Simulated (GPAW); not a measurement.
Input of a GPAW 26.7.0 run:

run.py

```python
import numpy as np
from ase import Atoms
from ase.dft.bandgap import bandgap
from ase.io import write
from gpaw import GPAW, PW
from gpaw.response.df import DielectricFunction

atoms = Atoms(['Sn', 'Se', 'Se'],
              cell=[[3.811, 0.0, 0.0],
                    [-1.9055, 3.3004228138, 0.0],
                    [0.0, 0.0, 6.136]],
              scaled_positions=[[0.0, 0.0, 0.0],
                                [0.6666666667, 0.3333333333, 0.751],
                                [0.3333333333, 0.6666666667, 0.249]],
              pbc=True)

calc = GPAW(mode=PW(450),
            xc='LDA',
            kpts={'size': (7, 7, 4), 'gamma': True},
            occupations={'name': 'fermi-dirac', 'width': 0.001},
            nbands=24,
            convergence={'density': 1e-06},
            maxiter=150,
            txt='gpaw.txt')
atoms.calc = calc
energy = atoms.get_potential_energy()
calc.write('gs.gpw')
write('result.traj', atoms)
print(f'Energy: {energy:.6f} eV')
print('Fermi level:', round(calc.get_fermi_level(), 4), 'eV')
print(f'Gap: {bandgap(calc)[0]:.4f} eV, direct: {bandgap(calc, direct=True)[0]:.4f} eV')

for size in [(14, 14, 8), (20, 20, 11)]:
    name = 'x'.join(str(n) for n in size)
    dense = calc.fixed_density(kpts={'size': size, 'gamma': True},
                               nbands=49, convergence={'bands': 43, 'eigenstates': 1e-7},
                               update_fermi_level=True, txt=f'dense-{name}.txt')
    dense.write(f'{name}.gpw', mode='all')
    df = DielectricFunction(f'{name}.gpw', frequencies=np.array([0.0]), hilbert=False, eta=0.001,
                            ecut=80, nbands=43, intraband=False, txt=f'df-{name}.txt')
    for xc in ['RPA', 'LR0.3', 'ALDA_X']:
        for direction in ['x', 'y', 'z', [0, 1, 1], [1, 0, 1], [1, 1, 0]]:
            e0, e = df.get_macroscopic_dielectric_constant(xc=xc, direction=direction)
            print(f'{name} {xc} {direction}: {e0:.4f} without, {e:.4f} with local fields')
```

Potentials or basis: the program's PAW data sets (release 1.2.1) made for this functional, pw.

Run with:

```bash
$ OMP_NUM_THREADS=1 python run.py
```

Question: Predict the electronic dielectric tensor (diagonal).

Answer: 11.25, 11.25, 9.29.

Question: Predict the band gap on the k mesh.

Answer: 0.68 eV, indirect (least direct gap 0.88 eV).

Electronic dielectric tensor:
```
11.25  0.00  0.00
 0.00 11.25  0.00
 0.00  0.00  9.29
```

Caveat: the gap is small at this level, which inflates the dielectric constant; the long-wavelength limit can be off by a per cent or two; spin-orbit coupling is left out, which moves the levels of the heavy elements; an odd mesh through Γ misses points on the zone boundary, where band edges often lie.
